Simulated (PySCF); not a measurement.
**C₃H₇ClFSi+: geometry, electronic excitations**

Aim: predict the electronic excitations of C₃H₇ClFSi+ (`C[Si+](CF)CCl`).

Computed with PySCF 2.14.0, with density-fitted response routines of our own, on a single molecule in the gas phase. Atoms count from 0, in the outputs and in this text.

## (1) The starting structure

13 atoms, charge 1, multiplicity 1; geometry from: GFN2-xTB.

Bonds of the start (Å): C0–Si1 1.88, Si1–C2 1.92, C2–F3 1.37, Si1–C4 1.89, C4–Cl5 1.83, C0–H6 1.09, C0–H7 1.09, C0–H8 1.09, C2–H9 1.10, C2–H10 1.10, C4–H11 1.09, C4–H12 1.09.

## (2) Relaxing the molecule at PBE0-D3(BJ)/def2-SVP

Job settings and geometry (Å):

```
{"job": {"xc": "PBE0", "basis": "def2-SVP", "d3": "d3bj", "grid": 1, "kind": "geom"}, "charge": 1, "multiplicity": 1}
C     -0.585611     1.821463     0.522537
Si    -0.061683     0.132023    -0.106919
C      1.786831    -0.378247    -0.259303
F      1.824014    -1.652738    -0.762290
C     -1.233689    -1.293869    -0.489804
Cl    -1.192742    -1.882370     1.242077
H      0.080942     2.184049     1.307948
H     -0.576876     2.566564    -0.274135
H     -1.597288     1.795826     0.930375
H      2.358112     0.256145    -0.946585
H      2.308183    -0.399325     0.705268
H     -0.852130    -2.089366    -1.132026
H     -2.262451    -1.059672    -0.754870
```

**Question.** This job is followed by: TDDFT PBE0/aug-cc-pVDZ, vertical, gas phase, core orbitals frozen in the response; TDDFT PBE0/6-31+G*, vertical, gas phase, core orbitals frozen in the response. What will the session give for the following? point group; rotational constants (main isotopes); lowest singlet (PBE0/aug-cc-pVDZ); brightest single state of those computed; lowest triplet; range of the lowest singlet.

The runs gave:

| quantity | value |
| --- | --- |
| point group | C1 |
| rotational constants (main isotopes) | 2.48, 2.07, 1.37 GHz |
| lowest singlet (PBE0/aug-cc-pVDZ) | 6.19 eV (200 nm), f = 0.001 |
| brightest single state of those computed | state 5, 7.18 eV, f = 0.040 |
| lowest triplet | 5.76 eV |
| range of the lowest singlet | 6.16 to 6.19 eV |

What this shows: Relaxing lowered the energy by 0.390 eV in 8 steps; the close pair that moved most is Si1–Cl5, from 2.675 to 2.260 Å. The structure rearranged or came apart on optimisation; the results belong to the end geometry, not to the formula as drawn. The lowest singlet, at 6.19 eV, is HOMO→LUMO 0.96 and is dark; of the 10 states computed, the strongest absorption comes from state 5 at 7.18 eV. The lowest triplet lies 0.43 eV below the lowest singlet (triplets in Tamm-Dancoff, singlets in full TDDFT). The lowest singlet runs from 6.16 eV (PBE0/6-31+G*) to 6.19 eV (PBE0/aug-cc-pVDZ), while the orbital gap spans 7.58 to 7.62 eV. The lowest state need not be the same one in every run.
